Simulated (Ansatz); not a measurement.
# BCl3 (boron trichloride): CCSD(T)/STO-3G

Aim: the vertical ionisation energy of BCl3 (boron trichloride) at CCSD(T)/STO-3G, from 2 runs. 

Program for the calculation: Ansatz 0.2.0.

37 further runs of the same task are left out: 4 that didn't finish, 33 set aside as unsound or not needed.

## Step 1: The molecule

BCl3 has 4 atoms, charge 0, and is taken as a singlet. As SMILES, `ClB(Cl)Cl`. The shape is that of a PBE0-D4/def2-TZVP optimisation.

Bond lengths: Cl1–B2 1.737 Å, B2–Cl3 1.737 Å, B2–Cl4 1.737 Å. Angles: Cl1–B2–Cl3 120.0°, Cl1–B2–Cl4 120.0°, Cl3–B2–Cl4 120.0°.

## Step 2: The energy at CCSD(T)/STO-3G

Contents of run.yaml:

```yaml
crystal:
  periodic: [false, false, false]
  atoms:
    - {symbol: Cl, position_ang: [-0.257920, 0.516440, 1.638340]}
    - {symbol: B, position_ang: [-0.000000, 0.000000, -0.000010]}
    - {symbol: Cl, position_ang: [0.942010, -1.423060, -0.324000]}
    - {symbol: Cl, position_ang: [-0.684100, 0.906610, -1.314320]}
basis:
  gaussian:
    orbitals: STO-3G
correlation:
  method: ccsd_t
  frozen_orbitals: {B: 1, Cl: 5}
accuracy: high
scf:
  omitted_lower_state_checks: [cluster_reference, increment]
```

The run is started by

```sh
$ ansatz run run.yaml --threads 1 --pin off --max-ram 3480MiB --events-out events.jsonl --progress --plain --runs-dir runs
```

What it wrote (excerpt; [...] marks lines left out):

```text
Warning: RAYON_NUM_THREADS=1 ignored (pool sized by the plan → 1); use --threads N
Functional definition: HF
  name "HF"
[...]
603 factors; integrals over basis functions are off by at most 2.2e-8 eV
[...]
mean field -37775.60289732 eV, -1388.2278012531 hartree, gradient 5.4e-9 eV, S^2 0.000000; 0 other end points of the search recorded, 0 dependent functions left out
16 core orbitals not correlated: weight in the atoms' cores, before any rotation towards them, 1.000 or more for the frozen orbitals, at most 0.000 for the correlated occupied ones
reference -37775.60289732 eV, -1388.2278012531 hartree; 12, 12 occupied and 4, 4 virtual orbitals, 603 factors
second order -1.73269967 eV of doubles, -0.00000000 eV of singles
cycle   1  -1.87356943 eV  change   -1.4e-1 eV  update   6.7e-2
[...]
cycle  16  -2.01971818 eV  change    1.1e-9 eV  update   1.9e-9
perturbative correction -0.09104918 eV, -0.0033459955 hartree
Total energy: -37777.71366467 eV, -1388.3053705226 hartree
Checks for a lower state left out: cluster_reference, increment
```

It took 0.32 s on 1 thread of Arm Neoverse V2, shared host.

## Step 3: The doublet cation

run.yaml, as its differences from that of step 2:

```diff
@@ -8,9 +8,7 @@
 basis:
-  gaussian:
-    orbitals: STO-3G
-correlation:
-  method: ccsd_t
-  frozen_orbitals: {B: 1, Cl: 5}
+  gaussian: {orbitals: STO-3G}
+scf: {omitted_lower_state_checks: [cluster_reference, increment]}
+magnetization: {spin_polarized: true, initial_magnetization: 1}
 accuracy: high
-scf:
-  omitted_lower_state_checks: [cluster_reference, increment]
+total_charge: 1
+correlation: {method: ccsd_t, frozen_orbitals: {B: 1, Cl: 5}}
```

The run is started by

```sh
$ ansatz run run.yaml --threads 1 --pin off --max-ram 3480MiB --events-out events.jsonl --progress --plain --runs-dir runs
```

What it wrote (excerpt; [...] marks lines left out):

```text
Warning: RAYON_NUM_THREADS=1 ignored (pool sized by the plan → 1); use --threads N
Functional definition: HF
  name "HF"
[...]
603 factors; integrals over basis functions are off by at most 2.2e-8 eV
[...]
mean field -37764.56571701 eV, -1387.8221923580 hartree, gradient 2.8e-8 eV, S^2 0.752922; 14 other end points of the search recorded, 0 dependent functions left out
16 core orbitals not correlated: weight in the atoms' cores, before any rotation towards them, 1.000 or more for the frozen orbitals, at most 0.000 for the correlated occupied ones
reference -37764.56571701 eV, -1387.8221923580 hartree; 12, 11 occupied and 4, 5 virtual orbitals, 603 factors
second order -1.95547587 eV of doubles, -0.00000000 eV of singles
cycle   1  -2.10703004 eV  change   -1.5e-1 eV  update   9.0e-2
[...]
cycle  36  -2.45147873 eV  change    1.7e-9 eV  update   2.5e-9
perturbative correction -0.22368292 eV, -0.0082201958 hartree
Total energy: -37767.24087866 eV, -1387.9205027355 hartree
Checks for a lower state left out: cluster_reference, increment
```

It took 2.3 s on 1 thread of Arm Neoverse V2, shared host; peak memory 0.11 GiB.

## Step 4: Summary of results

Level: CCSD(T)/STO-3G, 16 core orbitals frozen.

| quantity | value |
| --- | --- |
| singlet BCl3: total energy | -1388.30537 Eh |
| singlet BCl3: correlation energy (16 core orbitals frozen) | -77.6 mEh |
| singlet BCl3: (T) correction | -3.35 mEh |
| singlet BCl3: T1 diagnostic | 0.012 |
| doublet cation: total energy | -1387.92050 Eh |
| doublet cation: correlation energy (16 core orbitals frozen) | -98.3 mEh |
| doublet cation: (T) correction | -8.22 mEh |
| doublet cation: ⟨S²⟩ of the reference determinant | 0.753 |
| doublet cation: T1 diagnostic | 0.088 |
| vertical ionisation energy (to the doublet cation) | 10.473 eV |

**Reading.** Removing an electron at fixed nuclei costs 10.47 eV (1010 kJ/mol). In a minimal basis such a difference can be off by several eV, whatever the method. The triples (singlet BCl3) make up 4.3 % of the correlation energy. The T1 diagnostic (doublet cation) of 0.088 is above the customary mark for such species, so a single reference may not serve. The triples (doublet cation) make up 8.4 % of the correlation energy.
